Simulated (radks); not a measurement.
# Zn²⁰⁺ in [He] 2s1.75 2p6 3s0.25: an all-electron calculation

An exercise on one series of results from a longer session: the logs are not shown, and one member is left open.

Method: Dirac Kohn-Sham, PBE, spin-unpolarised, spherical densities, finite nucleus. Code: radks (a radial shooting solver on a logarithmic mesh, Libxc functionals) version 1.

## Starting point

```
element            : zinc (Z = 30)
charge             : +20
electrons          : 10
configuration      : [He] 2s1.75 2p6 3s0.25
nuclear rms radius : 3.9283 fm
```

The first run:

The run's settings:

```text
Z 30
configuration [He] 2s1.75 2p6 3s0.25 3p0 4s0
relativity Dirac
functional pbe,pbe
spin unpolarised
j_filling energy
nucleus finite rms 3.9283 fm
c 137.035999084
```

One of the session's tables, all rows but one given; the rest of the session is left out.

It belongs to the step «Shells». Radial moments (bohr):

| level | <r> | outermost maximum (interpolated) | 90 % within | nodes |
| --- | --- | --- | --- | --- |
| 1s1/2 | 0.05026 | 0.0329 | 0.0898 | 0 |
| 2s1/2 | 0.2214 | 0.188 | 0.341 | 1 |
| 2p1/2 | ? | ? | ? | ? |
| 2p3/2 | 0.1944 | 0.151 | 0.316 | 0 |
| 3s1/2 | 0.5480 | 0.517 | 0.794 | 2 |
| 3p1/2 | 0.5309 | 0.497 | 0.785 | 1 |
| 3p3/2 | 0.5356 | 0.502 | 0.791 | 1 |
| 4s1/2 | 1.021 | 1.03 | 1.44 | 3 |

**Question.** Estimate the row for 2p1/2.

**Answer.** <r>: 0.1912; outermost maximum (interpolated): 0.148; 90 % within: 0.311; nodes: 0. In the column «<r>» it lies between 1s1/2 (0.05026) and 2p3/2 (0.1944).
